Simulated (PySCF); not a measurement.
# C6H18GeN2 (GeH2(NHiPr)2): the cost of one run

Computed with PySCF 2.14.0, with density-fitted response routines of our own, on a single molecule in the gas phase. Atoms count from 0, in the outputs and in this text.

### Step 1. The starting structure

27 atoms, charge 0, multiplicity 1; geometry from: GFN2-xTB. The atoms were then displaced at random by about 0.03 Å, so the start is not that level's minimum.

Bonds of the start (Å): Ge0–H1 1.53, Ge0–H2 1.39, Ge0–N3 1.89, Ge0–N15 1.78, N3–C4 1.39, N3–H7 1.07, C4–C5 1.52, C4–C6 1.55, C4–H8 1.04, C5–H9 1.13, C5–H10 1.06, C5–H11 1.09, C6–H12 1.03, C6–H13 1.07, C6–H14 1.13, N15–C16 1.45, N15–H19 1.03, C16–C17 1.55, C16–C18 1.55, C16–H20 1.17, C17–H21 1.10, C17–H22 1.03, C17–H23 1.06, C18–H24 1.13, C18–H25 1.03, C18–H26 1.05.

### Step 2. Geometry optimisation at PBE0-D3(BJ)/def2-SVP

Job settings and geometry (Å):

```
{"job": {"xc": "PBE0", "basis": "def2-SVP", "d3": "d3bj", "grid": 1, "maxiter": 40, "shake": 0.03, "kind": "geom"}, "charge": 0, "multiplicity": 1}
Ge     0.273790    -0.083330     0.257850
H     -0.102400     0.323670     1.685950
H      1.617680    -0.392200     0.122670
N     -0.013280     1.293600    -1.000830
C      0.450060     2.602190    -1.046050
C      1.962220     2.550580    -0.913910
C     -0.076180     3.518670     0.086330
H     -1.056080     1.351410    -1.217440
H      0.197730     3.080290    -1.931640
H      2.244070     2.177350     0.115120
H      2.396750     3.502620    -1.048580
H      2.372970     1.838120    -1.624600
H      0.060930     3.139720     1.031610
H      0.263250     4.533880     0.031910
H     -1.201460     3.559640     0.006060
N     -0.996460    -1.212910    -0.270340
C     -1.127420    -2.570560     0.222720
C     -1.284760    -2.542160     1.762460
C      0.014980    -3.541760    -0.179600
H     -1.137040    -1.250600    -1.288720
H     -2.115950    -3.013000    -0.213690
H     -0.290290    -2.299440     2.153740
H     -1.488880    -3.507510     2.070070
H     -2.046320    -1.842560     2.011790
H      1.001860    -3.170810     0.235270
H     -0.169640    -4.486170     0.182500
H      0.097290    -3.604330    -1.220250
```

Launch:

```console
OMP_NUM_THREADS=2 python probes_run.py task.json out
```

One launch serves the whole session: the jobs run in the order shown.

**Question.** How long does this first job take on 2 threads of Intel Xeon Platinum 8375C at 2.90GHz, shared host, and how much memory does it need?

About 3 min, with a peak of 1.4 GiB.
